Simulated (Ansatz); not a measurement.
Consider an atomisation energy of CH₅AlO, SMILES [CH3][AlH][OH] (the Python package of Ansatz (0.2.0)).

`tae_ch5alo.py`:
```python
'''Atomisation energy of CH5AlO at the given geometry.'''

from collections import Counter

import ansatz as az


def single_point(molecule, charge=0, unpaired=0):
    calc = molecule.calculation().basis(gaussian='STO-3G').correlation('ccsd_t')
    if charge:
        calc = calc.charge(charge)
    if unpaired:
        calc = calc.spin('collinear', total=unpaired)
    return calc.run(threads=1).report['free_energy_ev']

GEOMETRY = '''
C    -0.72130    0.91680   -0.03510
Al    0.54500   -0.48910   -0.40730
O     0.44440   -2.04700    0.53830
H    -0.15900    1.88980    0.26740
H    -1.45940    0.63240    0.74070
H    -1.34840    1.18800   -0.97110
H     1.69720   -0.28290   -1.52090
H     1.09370   -1.86520    1.33220
'''

ch5alo = az.Crystal.molecule()
for line in GEOMETRY.strip().splitlines():
    symbol, *xyz = line.split()
    ch5alo = ch5alo.atom(symbol, [float(v) for v in xyz])

# Hund ground states
unpaired = {'C': 2, 'Al': 1, 'O': 2, 'H': 1}
counts = Counter(site.symbol for site in ch5alo.cartesian_sites)
atom_energy = {s: single_point(az.Crystal.molecule().atom(s, (0, 0, 0)), 0, unpaired[s]) for s in counts}
whole = single_point(ch5alo, 0, 0)
for s, e in atom_energy.items():
    print(f'{s:2s} x{counts[s]}  {e:14.5f} eV')
print(f'CH5AlO: {whole:.5f} eV')
split = sum(counts[s] * e for s, e in atom_energy.items()) - whole
print(f'atomisation energy (no zero-point term): {split:.3f} eV, {split / sum(counts.values()):.3f} eV an atom')
```

What does it cost to take this molecule apart into atoms?

30.190 eV from the electronic energies, without the zero-point term.

The output:

Running `python tae_ch5alo.py` prints:
```text
C  x1     -1012.77027 eV
Al x1     -6500.36259 eV
O  x1     -2008.31324 eV
H  x5       -12.69634 eV
CH5AlO: -9615.11819 eV
atomisation energy (no zero-point term): 30.190 eV, 3.774 eV an atom
```

What to keep in mind:
- The settings weren't tested for convergence.
- The geometry is a force-field or estimated start, not a minimum of this method, and the basis set is short of its limit. All parts are taken at fixed geometry, without zero-point energy.
- Run time: 1.2 s on 1 thread of Intel(R) Xeon(R) Platinum 8488C (Sapphire Rapids) (shared host), peak memory 0.13 GiB.

(Lines on the test bed's own set-up are left out of the output.)
